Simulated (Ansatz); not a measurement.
The system is CsCaMg6.

```
Cs Ca Mg
1.0
     5.25914    0.00000    0.00000
     0.00000    3.55241    6.75343
     0.00000   -3.55241    6.75343
Cs Ca Mg
1 1 6
Cartesian
  2.6296 0.0000 9.2102
  2.6296 0.0000 2.2410
  0.0000 0.0000 11.6442
  0.0000 0.0000 4.7212
  0.0000 -1.9019 7.3866
  0.0000 1.9019 7.3866
  2.6296 -1.6967 5.7187
  2.6296 1.6967 5.7187
```

The cell comes from a database or a generator and needn't be the stable form of this composition.

```yaml
Program: Ansatz 0.2.0
Task: single point
Functional: PBE
Potentials_or_basis: Ansatz PAW
Cutoff: "420 eV (not typed: the program's choice for these potentials)"
k_mesh: 5 × 4 × 4
Occupations: fermi-dirac, width 0.05 eV
Spin: no spin polarisation
```

On this cell: pressure 0.1 GPa; largest force 0.053 eV/Å; band gap on the k mesh none (metal or under the smearing width).

The same run follows on a disturbed copy (atoms moved at random, drawn with an rms of 0.05 Å):

```
Cs Ca Mg
1.0
     5.25914    0.00000    0.00000
     0.00000    3.55241    6.75343
     0.00000   -3.55241    6.75343
Cs Ca Mg
1 1 6
Direct
  0.49988 0.67689 0.68479
  0.49651 0.17292 0.16031
  0.00787 0.86716 0.85563
  0.99404 0.35142 0.34866
  0.00235 0.28157 0.81609
  0.99475 0.81530 0.27600
  0.49423 0.18456 0.66589
  0.49665 0.66037 0.19046
```

Problem. What does the disturbed cell give?

Solution. The energy (extrapolated to zero smearing) moves by +1.9 meV/atom; pressure 0.1 GPa; largest force 0.166 eV/Å; band gap on the k mesh none (metal or under the smearing width).

Forces on the atoms (eV/Å):
```
Cs   0.041  0.139  0.064
Ca   0.000 -0.166 -0.007
Mg  -0.097 -0.020  0.052
Mg   0.023 -0.011 -0.047
Mg  -0.090  0.027 -0.040
Mg   0.031 -0.017  0.064
Mg   0.095 -0.017 -0.042
Mg  -0.004  0.066 -0.045
```

Stress tensor (GPa, compression positive):
```
-0.21  0.02 -0.06
 0.02  0.14  0.10
-0.06  0.10  0.33
```
